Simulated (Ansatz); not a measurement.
# Relaxation of Mo

Wanted: the geometry at rest of Mo (a database entry, slightly rescaled), relaxing cell and atoms at 20 GPa, and its electronic structure there.

All numbers below are computed with Ansatz 0.2.0 (DFT, PBE, spin-orbit coupling, plane waves, PAW).

## 1. The structure

The structure is cubic, space group Im-3m (No. 229). Conventional cell: a = 3.179 Å, b = 3.179 Å, c = 3.179 Å, α = 90.00°, β = 90.00°, γ = 90.00°. Mo (site symmetry m-3m) is surrounded by 8 Mo at 2.75 Å.

Structure file:

```cif
data_structure
_symmetry_space_group_name_H-M 'P 1'
_symmetry_Int_Tables_number 1
_cell_length_a 2.7528
_cell_length_b 2.7528
_cell_length_c 2.7528
_cell_angle_alpha 109.471
_cell_angle_beta 109.471
_cell_angle_gamma 109.471
_cell_volume 16.06
loop_
_atom_site_label
_atom_site_type_symbol
_atom_site_fract_x
_atom_site_fract_y
_atom_site_fract_z
_atom_site_occupancy
Mo1 Mo 0.00000 0.00000 0.00000 1
```

It starts from an earlier solution of the starting cell (checkpoint.read).

## 2. The relaxation

input.yaml reads:

```yaml
crystal:
  lattice:
    - [-1.58932724, 1.58932724, 1.58932724]
    - [1.58932724, -1.58932724, 1.58932724]
    - [1.58932724, 1.58932724, -1.58932724]
  atoms:
    - { symbol: Mo, position: [0.0, 0.0, 0.0], spin: 2, spin_axis: [0.57735, 0.57735, -0.57735] }
  symmetry: { tolerance: 0.0003 }
kpoints:
  mp_grid: { grid: [11, 11, 11], shift: [0, 0, 0] }
magnetization:
  noncollinear: true
  spin_orbit: true
scf:
  occupations: { method: fermi_dirac, width: 0.0238 }
  lower_state_search: "off"
hamiltonian:
  pseudopotentials: { kind: paw_fr }
  xc: pbe
basis:
  ecutwfc: 420
  fft_grid_basis: typed
relax:
  max_steps: 40
  cell: { p_target: 20.0 }
output:
  forces: true
  stress: true
  eigenvalues: true
  bader: true
  populations: true
  elf: true
  write_potential: true
  volumetric_format: npy
  dos:
    e_range: [-12, 8]
    de: 0.05
    projected: { site_lists: { Mo: [Mo] } }
    method: { smearing: { sigma: 0.1, scheme: gaussian } }
  write_density: true
checkpoint:
  read: saved_state
```

Run with:

```
ansatz run input.yaml --threads 2 --pin off --max-ram 3584MiB --backend cpu --events-out ev --progress --plain --runs-dir out
```

Before running it: what results should come out? Wanted: moves; largest move; cell; volume; pressure at the end; character; moments.

The runs gave:

| quantity | value |
| --- | --- |
| moves | 4 |
| largest move | 0.00 Å |
| space group (0.01 Å), before / after | Im-3m / Im-3m |
| cell | a = 2.676 Å, b = 2.676 Å, c = 2.676 Å, α = 109.47°, β = 109.47°, γ = 109.47° |
| volume | 14.75 Å³/atom (-8.2 %) |
| pressure at the end | 20.01 GPa |
| character | metal |
| density of states, mean within 0.25 eV of the Fermi level | 0.93 per eV per cell |
| moments | none |

What this shows: The volume shrank by 8.2 %, and the atoms end where they began within the cell. The cell is metallic; within 0.25 eV of the Fermi level the density of states averages 0.93 per eV per cell, mostly Mo d (87 %). No moment forms.
